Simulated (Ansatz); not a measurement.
## NaHg3 and its free atoms: a cohesive energy from free atoms, step by step

Program: the Ansatz DFT code, driven from Python.

Interactive session:
```pycon
>>> from collections import Counter
>>> import warnings
>>> import ansatz
>>> SETTINGS = {
...     "functional": "r2scan",
...     "kspacing": 0.14,
...     "smearing": "cold",
...     "sigma": 0.02,
... }
>>> PHASES = {
...     "NaHg3": (
...         [(4.640629, 0.0, 0.0), (0.0, 4.640629, 0.0), (0.0, 0.0, 4.640629)],
...         [
...             ("Na", (0.0, 0.0, 0.0)),
...             ("Hg", (0.0, 0.5, 0.5)),
...             ("Hg", (0.5, 0.0, 0.5)),
...             ("Hg", (0.5, 0.5, 0.0)),
...         ],
...     ),
... }
>>> def build(vectors, sites):
...     crystal = ansatz.Crystal(lattice=ansatz.Lattice.of(vectors))
...     for symbol, position in sites:
...         crystal = crystal.atom(symbol, position)
...     return crystal
...
>>> def counts(outcome):
...     return Counter(site.symbol for site in outcome.lattice.sites)
...
>>> UNPAIRED = {"Na": 1, "Hg": 0}  # unpaired electrons of the free atoms
>>> def run_phase(name, crystal):
...     calc = (
...         crystal.calculation()
...         .functional(SETTINGS["functional"])
...         .basis(37 * ansatz.Ry)
...         .kpoints(spacing=SETTINGS["kspacing"])
...         .occupations(SETTINGS["smearing"], width=SETTINGS["sigma"])
...     )
...     if name.endswith(" atom"):
...         calc = calc.kpoints(1, 1, 1).occupations("fermi_dirac", width=0.01)
...         if UNPAIRED[name.split()[0]]:
...             calc = calc.spin("collinear")
...         return calc.run(threads=1, pin="off")
...     calc = calc.relax(force_tolerance=0.02, cell=True)
...     return calc.run(threads=1, pin="off")
...
>>> warnings.simplefilter("ignore", ansatz.DeckWarning)
>>> phases = {name: build(*cell) for name, cell in PHASES.items()}
>>> for element, moment in UNPAIRED.items():
...     phases[f"{element} atom"] = ansatz.Lattice.orthorhombic(10.0, 10.5, 11.0).atom(element, (0.5, 0.5, 0.5), moment=moment or None)
...
>>> done = {}
>>> for name, crystal in phases.items():
...     done[name] = run_phase(name, crystal)
...     print(f"{name}: {done[name].report['energy_sigma0_ev']:.4f} eV, {len(done[name].lattice.sites)} atoms")
...
NaHg3: -42972.8957 eV, 4 atoms
Na atom: -1487.5571 eV, 1 atoms
Hg atom: -13827.3590 eV, 1 atoms
>>> for element in UNPAIRED:
...     atom = done[f"{element} atom"].report
...     print(f"{element} atom: {atom['energy_sigma0_ev']:.4f} eV, moment {atom['magnetization_mub']:.2f} muB")
...
Na atom: -1487.5571 eV, moment 1.00 muB
Hg atom: -13827.3590 eV, moment 0.00 muB
>>> solid = done["NaHg3"]
>>> n = counts(solid)
>>> binding = (sum(k * done[f"{e} atom"].report["energy_sigma0_ev"] for e, k in n.items()) - solid.report["energy_sigma0_ev"]) / sum(n.values())
>>> print(f"cohesive energy {binding:.3f} eV/atom = {96.4853 * binding:.0f} kJ/mol of atoms (no zero-point energy)")
cohesive energy 0.815 eV/atom = 79 kJ/mol of atoms (no zero-point energy)
```

Total energies depend on the potentials; only differences at equal settings carry meaning. The magnetic order follows from the starting moments and needn't be the lowest. For the metals among these phases the mesh is modest: differences between phases can be off by up to 40 meV an atom. Spin-orbit coupling, which matters for elements this heavy, is left out. r2SCAN tends to overestimate the moments of itinerant magnets. The cells come from databases of deposited and of computed structures, and not all need be stable phases. Free atoms in a box carry small image and symmetry errors, and spin-orbit coupling is left out. Finished in 11 min on 1 thread of Arm Neoverse V2 (shared host), peak memory 2.4 GiB.
